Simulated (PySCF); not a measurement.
# YH₁₂O₆ (+3): NMR shieldings

What do calculations give for the NMR shieldings of YH₁₂O₆ (+3) (`[OH2]->[Y+3](<-[OH2])(<-[OH2])(<-[OH2])(<-[OH2])<-[OH2]`)?

Programs: PySCF 2.14.0, with routines of our own; each step states its level. All values are computed. Atoms count from 0.

## 1. The system as given

19 atoms, charge 3, multiplicity 1; geometry from: GFN2-xTB.

## 2. NMR shieldings: PBE/pcJ-1 Y:dyall-v2z, spin–orbit

What the job is given:

```
{"job": {"xc": "PBE", "basis": {"default": "pcJ-1", "Y": "dyall-v2z"}, "rel": "so", "kind": "hnmr"}, "charge": 3, "multiplicity": 1}
Y      0.000500    -0.000160    -0.000040
O      0.161210     0.162940     2.127850
H      0.143490     0.973320     2.676580
H      0.277150    -0.553350     2.785060
O     -0.158710    -0.164030    -2.127450
H     -0.259270     0.553370    -2.785800
H     -0.159080    -0.975660    -2.674230
O      2.127850     0.163700    -0.162990
H      2.785580     0.273250     0.553320
H      2.676070     0.147840    -0.973280
O     -2.127350    -0.158760     0.163460
H     -2.675350    -0.153240     0.974190
H     -2.784550    -0.267960    -0.553870
O     -0.164760     2.127340    -0.159710
H     -0.976630     2.673790    -0.155340
H      0.551410     2.786220    -0.264510
O      0.163050    -2.127860     0.159190
H     -0.553140    -2.783900     0.275290
H      0.972510    -2.676850     0.142280
```

With the program's defaults for keys left out, this is: PBE/pcJ-1 Y:dyall-v2z GIAO NMR shielding, X2C with spin-orbit coupling, screened-nuclear two-electron part, Gaussian nuclei, gas phase.

Run with:

```sh
OMP_NUM_THREADS=1 python heavy_run.py task.json out
```

One launch serves the whole session: the jobs run in the order shown.

The log of the run:

```text
spin-free SCF
coarse grid: 68752 points
cycle   1  E = -3841.7210205852  dE =  1.922e+00  |g| = 1.764e+00  |ddm| = 3.392e+00
cycle   2  E = -3840.7070950811  dE =  1.014e+00  |g| = 2.963e+00  |ddm| = 2.554e+00
cycle   3  E = -3842.2389456668  dE = -1.532e+00  |g| = 3.027e-01  |ddm| = 1.753e+00
cycle   4  E = -3842.2543743910  dE = -1.543e-02  |g| = 1.009e-01  |ddm| = 2.374e-01
cycle   5  E = -3842.2558669657  dE = -1.493e-03  |g| = 1.549e-02  |ddm| = 6.383e-02
cycle   6  E = -3842.2558819001  dE = -1.493e-05  |g| = 2.330e-03  |ddm| = 5.878e-03
cycle   7  E = -3842.2558829338  dE = -1.034e-06  |g| = 6.539e-04  |ddm| = 1.900e-03
final grid: 145760 points
cycle   8  E = -3842.2563538500  dE = -2.003e-06  |g| = 4.717e-03  |ddm| = 4.066e-03
cycle   9  E = -3842.2563531982  dE =  6.519e-07  |g| = 2.344e-03  |ddm| = 1.595e-03
cycle  10  E = -3842.2563527862  dE =  4.120e-07  |g| = 2.837e-03  |ddm| = 2.269e-03
cycle  11  E = -3842.2563540928  dE = -1.307e-06  |g| = 9.397e-05  |ddm| = 1.236e-03
cycle  12  E = -3842.2563540944  dE = -1.623e-09  |g| = 1.442e-05  |ddm| = 6.562e-05
converged SCF energy = -3842.2563540944
two-component SCF
cycle   1  E = -3842.1209400200  dE = -3.842e+03  |FDS-SDF| = 3.624e+01
cycle   2  E = -3842.4174234519  dE = -2.965e-01  |FDS-SDF| = 1.449e-02
cycle   3  E = -3842.4174238197  dE = -3.678e-07  |FDS-SDF| = 3.831e-03
cycle   4  E = -3842.4174239864  dE = -1.667e-07  |FDS-SDF| = 1.787e-03
cycle   5  E = -3842.4174240860  dE = -9.953e-08  |FDS-SDF| = 2.862e-04
cycle   6  E = -3842.4174240987  dE = -1.271e-08  |FDS-SDF| = 7.491e-05
converged, E = -3842.4174240987

Field gradients (au) and densities at the nuclei (bohr^-3)
atom        Vxx        Vyy        Vzz        centre      nuclear mean
  0 Y     -0.0205    -0.0219     0.0424      66371.935      65550.574
  1 O      0.2482     1.2734    -1.5216        311.145        311.134
  2 H     -0.1619    -0.2237     0.3856          0.428          0.428
  3 H     -0.1617    -0.2234     0.3852          0.428          0.428
  4 O      0.2472     1.2737    -1.5208        311.144        311.134
  5 H     -0.1619    -0.2236     0.3855          0.428          0.428
  6 H     -0.1622    -0.2240     0.3862          0.428          0.428
  7 O      0.2480     1.2727    -1.5207        311.144        311.134
  8 H     -0.1622    -0.2240     0.3862          0.428          0.428
  9 H     -0.1624    -0.2243     0.3867          0.428          0.428
 10 O      0.2477     1.2736    -1.5213        311.144        311.134
 11 H     -0.1622    -0.2241     0.3863          0.428          0.428
 12 H     -0.1618    -0.2235     0.3852          0.428          0.428
 13 O      0.2479     1.2730    -1.5208        311.144        311.134
 14 H     -0.1621    -0.2239     0.3861          0.428          0.428
 15 H     -0.1621    -0.2237     0.3858          0.428          0.428
 16 O      0.2475     1.2730    -1.5205        311.143        311.133
 17 H     -0.1628    -0.2247     0.3875          0.429          0.429
 18 H     -0.1627    -0.2246     0.3873          0.429          0.429
without picture change
  0 Y                            0.0439                    124027.229

Core orbital energies (eV)
atom   shell        mean    spread
  0 Y  1s       -16854.959   0.000
  0 Y  2s        -2319.625   0.000
  0 Y  3s         -379.668   0.000
  0 Y  4s          -59.463   0.000
  0 Y  2p1/2     -2117.956   0.000
  0 Y  2p3/2     -2041.853   0.000
  0 Y  3p1/2      -305.612   0.000
  0 Y  3p3/2      -293.661   0.001
  0 Y  4p1/2       -40.591   0.000
  0 Y  4p3/2       -39.179   0.002
  0 Y  3d3/2      -163.456   0.001
  0 Y  3d5/2      -161.375   0.002

Shielding tensors (ppm)
atom      isotropic    diamagn.    paramagn.     s11        s22        s33       span
  0 Y      2706.90     3426.40     -719.50    2702.60    2708.96    2709.14       6.54
  1 O       254.15      387.20     -133.05     187.34     257.56     317.55     130.21
  2 H        25.69       26.34       -0.65      18.36      20.73      37.99      19.63
  3 H        25.69       26.35       -0.66      18.34      20.75      37.98      19.64
  4 O       254.11      387.21     -133.10     187.17     257.56     317.60     130.43
  5 H        25.69       26.35       -0.66      18.34      20.75      37.97      19.63
  6 H        25.70       26.36       -0.66      18.36      20.74      38.00      19.63
  7 O       254.21      387.19     -132.98     187.26     257.70     317.67     130.41
  8 H        25.70       26.36       -0.66      18.35      20.75      37.99      19.65
  9 H        25.71       26.36       -0.65      18.37      20.74      38.01      19.64
 10 O       254.21      387.21     -133.00     187.42     257.60     317.61     130.19
 11 H        25.70       26.36       -0.66      18.37      20.73      38.01      19.64
 12 H        25.69       26.35       -0.66      18.34      20.75      37.97      19.63
 13 O       254.13      387.19     -133.06     187.20     257.63     317.56     130.36
 14 H        25.70       26.35       -0.65      18.36      20.74      37.99      19.63
 15 H        25.69       26.35       -0.66      18.34      20.75      37.98      19.64
 16 O       254.44      387.21     -132.77     187.60     257.83     317.89     130.29
 17 H        25.72       26.39       -0.67      18.37      20.77      38.02      19.65
 18 H        25.72       26.38       -0.66      18.38      20.74      38.04      19.66
```

It took 1.8 min on 1 thread of AMD EPYC 9R45, shared host; peak memory 2.1 GiB.

Key values:

| quantity | value |
| --- | --- |
| energy from spin-orbit coupling | -0.1611 Eh |

## 3. NMR shieldings: PBE/pcJ-1 Y:dyall-v2z, spin–orbit

Settings changed since step 2:

```diff
@@ -1,2 +1,2 @@
-{"job": {"xc": "PBE", "basis": {"default": "pcJ-1", "Y": "dyall-v2z"}, "rel": "so", "kind": "hnmr"}, "charge": 3, "multiplicity": 1}
+{"job": {"xc": "PBE", "basis": {"default": "pcJ-1", "Y": "dyall-v2z"}, "rel": "so", "snso": false, "kind": "hnmr"}, "charge": 3, "multiplicity": 1}
 Y      0.000500    -0.000160    -0.000040
```

Method: PBE/pcJ-1 Y:dyall-v2z GIAO NMR shielding, X2C with spin-orbit coupling, one-electron part alone, Gaussian nuclei, gas phase.

The log of the run:

```text
spin-free SCF
coarse grid: 68752 points
cycle   1  E = -3841.7210205852  dE =  1.922e+00  |g| = 1.764e+00  |ddm| = 3.392e+00
cycle   2  E = -3840.7070950811  dE =  1.014e+00  |g| = 2.963e+00  |ddm| = 2.554e+00
cycle   3  E = -3842.2389456668  dE = -1.532e+00  |g| = 3.027e-01  |ddm| = 1.753e+00
cycle   4  E = -3842.2543743910  dE = -1.543e-02  |g| = 1.009e-01  |ddm| = 2.374e-01
cycle   5  E = -3842.2558669657  dE = -1.493e-03  |g| = 1.549e-02  |ddm| = 6.383e-02
cycle   6  E = -3842.2558819001  dE = -1.493e-05  |g| = 2.330e-03  |ddm| = 5.878e-03
cycle   7  E = -3842.2558829338  dE = -1.034e-06  |g| = 6.539e-04  |ddm| = 1.900e-03
final grid: 145760 points
cycle   8  E = -3842.2563538500  dE = -2.003e-06  |g| = 4.717e-03  |ddm| = 4.066e-03
cycle   9  E = -3842.2563531982  dE =  6.519e-07  |g| = 2.344e-03  |ddm| = 1.595e-03
cycle  10  E = -3842.2563527862  dE =  4.120e-07  |g| = 2.837e-03  |ddm| = 2.269e-03
cycle  11  E = -3842.2563540928  dE = -1.307e-06  |g| = 9.397e-05  |ddm| = 1.236e-03
cycle  12  E = -3842.2563540944  dE = -1.623e-09  |g| = 1.442e-05  |ddm| = 6.562e-05
converged SCF energy = -3842.2563540944
two-component SCF
cycle   1  E = -3842.1055568979  dE = -3.842e+03  |FDS-SDF| = 3.816e+01
cycle   2  E = -3842.4365136044  dE = -3.310e-01  |FDS-SDF| = 1.628e-02
cycle   3  E = -3842.4365140742  dE = -4.698e-07  |FDS-SDF| = 4.386e-03
cycle   4  E = -3842.4365142944  dE = -2.202e-07  |FDS-SDF| = 2.027e-03
cycle   5  E = -3842.4365144243  dE = -1.299e-07  |FDS-SDF| = 3.386e-04
cycle   6  E = -3842.4365144421  dE = -1.788e-08  |FDS-SDF| = 8.352e-05
converged, E = -3842.4365144421

Field gradients (au) and densities at the nuclei (bohr^-3)
atom        Vxx        Vyy        Vzz        centre      nuclear mean
  0 Y     -0.0205    -0.0219     0.0424      66372.505      65551.144
  1 O      0.2482     1.2734    -1.5216        311.145        311.134
  2 H     -0.1619    -0.2237     0.3856          0.428          0.428
  3 H     -0.1617    -0.2234     0.3852          0.428          0.428
  4 O      0.2472     1.2737    -1.5208        311.144        311.134
  5 H     -0.1619    -0.2236     0.3855          0.428          0.428
  6 H     -0.1622    -0.2240     0.3862          0.428          0.428
  7 O      0.2480     1.2727    -1.5207        311.144        311.134
  8 H     -0.1622    -0.2240     0.3862          0.428          0.428
  9 H     -0.1624    -0.2243     0.3867          0.428          0.428
 10 O      0.2477     1.2736    -1.5213        311.144        311.134
 11 H     -0.1622    -0.2241     0.3863          0.428          0.428
 12 H     -0.1618    -0.2235     0.3852          0.428          0.428
 13 O      0.2479     1.2729    -1.5209        311.144        311.134
 14 H     -0.1621    -0.2239     0.3861          0.428          0.428
 15 H     -0.1621    -0.2237     0.3858          0.428          0.428
 16 O      0.2475     1.2730    -1.5205        311.143        311.133
 17 H     -0.1628    -0.2247     0.3875          0.429          0.429
 18 H     -0.1627    -0.2246     0.3873          0.429          0.429
without picture change
  0 Y                            0.0439                    124027.047

Core orbital energies (eV)
atom   shell        mean    spread
  0 Y  1s       -16854.919   0.000
  0 Y  2s        -2319.615   0.000
  0 Y  3s         -379.666   0.000
  0 Y  4s          -59.463   0.000
  0 Y  2p1/2     -2120.793   0.000
  0 Y  2p3/2     -2040.520   0.000
  0 Y  3p1/2      -306.058   0.000
  0 Y  3p3/2      -293.452   0.001
  0 Y  4p1/2       -40.644   0.000
  0 Y  4p3/2       -39.154   0.002
  0 Y  3d3/2      -163.890   0.001
  0 Y  3d5/2      -161.090   0.002

Shielding tensors (ppm)
atom      isotropic    diamagn.    paramagn.     s11        s22        s33       span
  0 Y      2705.32     3426.68     -721.35    2701.02    2707.39    2707.57       6.55
  1 O       253.73      387.21     -133.48     186.60     257.11     317.49     130.88
  2 H        25.70       26.34       -0.64      18.37      20.76      37.98      19.60
  3 H        25.70       26.34       -0.64      18.36      20.77      37.96      19.61
  4 O       253.69      387.22     -133.53     186.43     257.11     317.54     131.11
  5 H        25.70       26.35       -0.65      18.36      20.78      37.96      19.60
  6 H        25.71       26.35       -0.64      18.38      20.76      37.98      19.60
  7 O       253.79      387.20     -133.41     186.52     257.25     317.61     131.09
  8 H        25.71       26.36       -0.65      18.36      20.78      37.98      19.62
  9 H        25.72       26.36       -0.64      18.39      20.77      38.00      19.61
 10 O       253.79      387.22     -133.43     186.69     257.14     317.55     130.86
 11 H        25.71       26.35       -0.64      18.38      20.76      38.00      19.61
 12 H        25.70       26.35       -0.65      18.36      20.78      37.96      19.60
 13 O       253.71      387.20     -133.49     186.46     257.17     317.49     131.03
 14 H        25.71       26.35       -0.64      18.38      20.77      37.98      19.61
 15 H        25.70       26.35       -0.65      18.36      20.78      37.97      19.61
 16 O       254.02      387.22     -133.20     186.86     257.37     317.83     130.96
 17 H        25.73       26.38       -0.66      18.38      20.80      38.01      19.63
 18 H        25.73       26.37       -0.64      18.40      20.77      38.03      19.63
```

It took 1.9 min on 1 thread of AMD EPYC 9R45, shared host; peak memory 2.1 GiB.

In short:

| quantity | value |
| --- | --- |
| energy from spin-orbit coupling | -0.1802 Eh |

## 4. NMR shieldings: PBE/pcJ-1 Y:dyall-v2z, spin-free

Settings changed since step 3:

```diff
@@ -1,2 +1,2 @@
-{"job": {"xc": "PBE", "basis": {"default": "pcJ-1", "Y": "dyall-v2z"}, "rel": "so", "snso": false, "kind": "hnmr"}, "charge": 3, "multiplicity": 1}
+{"job": {"xc": "PBE", "basis": {"default": "pcJ-1", "Y": "dyall-v2z"}, "rel": "sf", "kind": "hnmr"}, "charge": 3, "multiplicity": 1}
 Y      0.000500    -0.000160    -0.000040
```

With the program's defaults for keys left out, this is: PBE/pcJ-1 Y:dyall-v2z GIAO NMR shielding, spin-free X2C, Gaussian nuclei, gas phase.

The log of the run:

```text
spin-free SCF
coarse grid: 68752 points
cycle   1  E = -3841.7210205852  dE =  1.922e+00  |g| = 1.764e+00  |ddm| = 3.392e+00
cycle   2  E = -3840.7070950811  dE =  1.014e+00  |g| = 2.963e+00  |ddm| = 2.554e+00
cycle   3  E = -3842.2389456668  dE = -1.532e+00  |g| = 3.027e-01  |ddm| = 1.753e+00
cycle   4  E = -3842.2543743910  dE = -1.543e-02  |g| = 1.009e-01  |ddm| = 2.374e-01
cycle   5  E = -3842.2558669657  dE = -1.493e-03  |g| = 1.549e-02  |ddm| = 6.383e-02
cycle   6  E = -3842.2558819001  dE = -1.493e-05  |g| = 2.330e-03  |ddm| = 5.878e-03
cycle   7  E = -3842.2558829338  dE = -1.034e-06  |g| = 6.539e-04  |ddm| = 1.900e-03
final grid: 145760 points
cycle   8  E = -3842.2563538500  dE = -2.003e-06  |g| = 4.717e-03  |ddm| = 4.066e-03
cycle   9  E = -3842.2563531982  dE =  6.519e-07  |g| = 2.344e-03  |ddm| = 1.595e-03
cycle  10  E = -3842.2563527862  dE =  4.120e-07  |g| = 2.837e-03  |ddm| = 2.269e-03
cycle  11  E = -3842.2563540928  dE = -1.307e-06  |g| = 9.397e-05  |ddm| = 1.236e-03
cycle  12  E = -3842.2563540944  dE = -1.623e-09  |g| = 1.442e-05  |ddm| = 6.562e-05
converged SCF energy = -3842.2563540944
check of the scalar solution
cycle   1  E = -3842.2563540944  dE = -3.842e+03  |FDS-SDF| = 1.442e-05
cycle   2  E = -3842.2563540943  dE =  6.912e-11  |FDS-SDF| = 2.364e-05
converged, E = -3842.2563540943

Field gradients (au) and densities at the nuclei (bohr^-3)
atom        Vxx        Vyy        Vzz        centre      nuclear mean
  0 Y     -0.0204    -0.0219     0.0424      66361.481      65540.109
  1 O      0.2481     1.2735    -1.5216        311.145        311.134
  2 H     -0.1619    -0.2237     0.3855          0.428          0.428
  3 H     -0.1617    -0.2234     0.3852          0.428          0.428
  4 O      0.2471     1.2737    -1.5208        311.144        311.134
  5 H     -0.1619    -0.2236     0.3855          0.428          0.428
  6 H     -0.1622    -0.2240     0.3862          0.428          0.428
  7 O      0.2479     1.2728    -1.5207        311.144        311.134
  8 H     -0.1622    -0.2240     0.3862          0.428          0.428
  9 H     -0.1624    -0.2243     0.3867          0.428          0.428
 10 O      0.2476     1.2736    -1.5213        311.144        311.134
 11 H     -0.1622    -0.2240     0.3863          0.428          0.428
 12 H     -0.1618    -0.2234     0.3852          0.428          0.428
 13 O      0.2478     1.2730    -1.5208        311.144        311.134
 14 H     -0.1621    -0.2239     0.3861          0.428          0.428
 15 H     -0.1620    -0.2237     0.3858          0.428          0.428
 16 O      0.2474     1.2731    -1.5205        311.143        311.133
 17 H     -0.1628    -0.2247     0.3875          0.429          0.429
 18 H     -0.1627    -0.2246     0.3873          0.429          0.429
without picture change
  0 Y                            0.0439                    124028.753

Core orbital energies (eV)
atom   shell        mean    spread
  0 Y  1s       -16855.286   0.000
  0 Y  2s        -2319.688   0.000
  0 Y  3s         -379.681   0.000
  0 Y  4s          -59.465   0.000
  0 Y  2p        -2066.685   0.000
  0 Y  3p         -297.560   0.001
  0 Y  4p          -39.639   0.002
  0 Y  3d         -162.213   0.004

Shielding tensors (ppm)
atom      isotropic    diamagn.    paramagn.     s11        s22        s33       span
  0 Y      2337.95     3631.16    -1293.21    2333.78    2339.95    2340.12       6.34
  1 O       254.44      389.33     -134.89     189.69     258.87     314.78     125.09
  2 H        25.69       26.35       -0.66      18.35      20.68      38.04      19.69
  3 H        25.69       26.35       -0.66      18.33      20.70      38.02      19.69
  4 O       254.41      389.35     -134.94     189.53     258.87     314.83     125.30
  5 H        25.68       26.35       -0.67      18.33      20.70      38.02      19.69
  6 H        25.70       26.36       -0.66      18.35      20.69      38.04      19.69
  7 O       254.51      389.33     -134.82     189.62     259.01     314.90     125.28
  8 H        25.70       26.36       -0.67      18.34      20.71      38.04      19.70
  9 H        25.70       26.37       -0.66      18.36      20.70      38.06      19.69
 10 O       254.50      389.34     -134.84     189.77     258.91     314.84     125.07
 11 H        25.70       26.36       -0.66      18.36      20.68      38.05      19.70
 12 H        25.69       26.35       -0.67      18.34      20.70      38.02      19.68
 13 O       254.43      389.33     -134.90     189.56     258.93     314.78     125.22
 14 H        25.70       26.36       -0.66      18.35      20.69      38.04      19.69
 15 H        25.69       26.36       -0.67      18.33      20.70      38.03      19.70
 16 O       254.74      389.35     -134.61     189.96     259.15     315.12     125.16
 17 H        25.72       26.39       -0.68      18.36      20.72      38.07      19.71
 18 H        25.71       26.38       -0.66      18.37      20.69      38.08      19.71
```

Wall time 55 s (1 thread of AMD EPYC 9R45, shared host); peak memory 1.8 GiB.

## 5. Shieldings side by side

| run | Y0 | O16 | O7 | O4 | O13 | O1 | O10 | time |
| --- | --- | --- | --- | --- | --- | --- | --- | --- |
| step 2, PBE/pcJ-1 Y:dyall-v2z, spin–orbit | 2706.9 | 254.4 | 254.2 | 254.1 | 254.1 | 254.2 | 254.2 | 1.8 min |
| step 3, PBE/pcJ-1 Y:dyall-v2z, spin–orbit (one-electron part alone) | 2705.3 | 254.0 | 253.8 | 253.7 | 253.7 | 253.7 | 253.8 | 1.9 min |
| step 4, PBE/pcJ-1 Y:dyall-v2z, spin-free | 2338.0 | 254.7 | 254.5 | 254.4 | 254.4 | 254.4 | 254.5 | 55 s |

## 6. Summary of results

| quantity | value |
| --- | --- |
| energy from spin-orbit coupling (step 2, PBE/pcJ-1 Y:dyall-v2z, spin–orbit) | -0.1611 Eh |
| shieldings (step 2, PBE/pcJ-1 Y:dyall-v2z, spin–orbit) | Y0 2706.9, O1 254.2, O4 254.1, O7 254.2, O10 254.2, O13 254.1, O16 254.4 ppm |
| energy from spin-orbit coupling (step 3, PBE/pcJ-1 Y:dyall-v2z, spin–orbit (one-electron part alone)) | -0.1802 Eh |
| shieldings (step 3, PBE/pcJ-1 Y:dyall-v2z, spin–orbit (one-electron part alone)) | Y0 2705.3, O1 253.7, O4 253.7, O7 253.8, O10 253.8, O13 253.7, O16 254.0 ppm |
| shieldings (step 4, PBE/pcJ-1 Y:dyall-v2z, spin-free) | Y0 2338.0, O1 254.4, O4 254.4, O7 254.5, O10 254.5, O13 254.4, O16 254.7 ppm |

**Reading.** Y0 moves most between the runs, by 369 ppm; the labels say what changes from run to run. The geometry comes from tight binding, which is rough for metal atoms, and these values hang on it.
